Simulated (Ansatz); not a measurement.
TaO:

```
Ta O
1.0
     3.06611    0.00000    0.00000
    -1.53306    2.65533    0.00000
     0.00000    0.00000    3.85502
Ta O
1 1
Direct
  0.00000 0.00000 0.50000
  0.00000 0.00000 0.00000
```

The cell was built by a generator and needn't be a form met in nature.

```yaml
Program: Ansatz 0.2.0
Task: relaxation of cell and atoms
Functional: HSE03
Potentials_or_basis: Ansatz PAW
Cutoff: "420 eV (not typed: the program's choice for these potentials)"
k_mesh: 5 × 5 × 4
Occupations: fermi-dirac, width 0.05 eV
Spin: no spin polarisation
```

At the start: volume 15.69 Å³/atom.

Q: How do energy, volume and symmetry change on relaxing?

A: It ends after 6 steps and the volume is 15.39 Å³/atom (-1.9 %); space group P6/mmm (No. 191, to 0.05 Å).

Step by step:
```tsv
step	energy change (eV)	largest force (eV/Å)	volume (Å³)
1	0.0000	0.0000	31.39
2	-0.0124	0.0000	30.79
3	-0.0125	0.0000	30.80
4	-0.0114	0.0000	30.80
5	-0.0114	0.0000	30.79
6	-0.0114	0.0000	30.79
```

Final structure:
```yaml
crystal:
  lattice:
    - [3.05035, 0.00000, 0.00000]
    - [-1.52518, 2.64168, 0.00000]
    - [0.00000, 0.00000, 3.82063]
  atoms:
    - { symbol: Ta, position: [0.00000, 0.00000, 0.50000] }
    - { symbol: O, position: [0.00000, 0.00000, 0.00000] }
```

Caveat: the k mesh is coarse (spacing up to 0.47 Å⁻¹), so the values aren't converged, least of all with exact exchange; the plane-wave basis is chosen anew once the cell has moved, so the energies of steps on either side of that aren't comparable; the pressure holds a Pulay correction of +0.3 GPa for the finite cutoff; an odd number of electrons without spin polarisation forces a metal; a magnetic or distorted state may lie lower; the PAW data sets come from PBE, with cores solved anew for the run's functional, which leaves a small shift of forces and pressure.
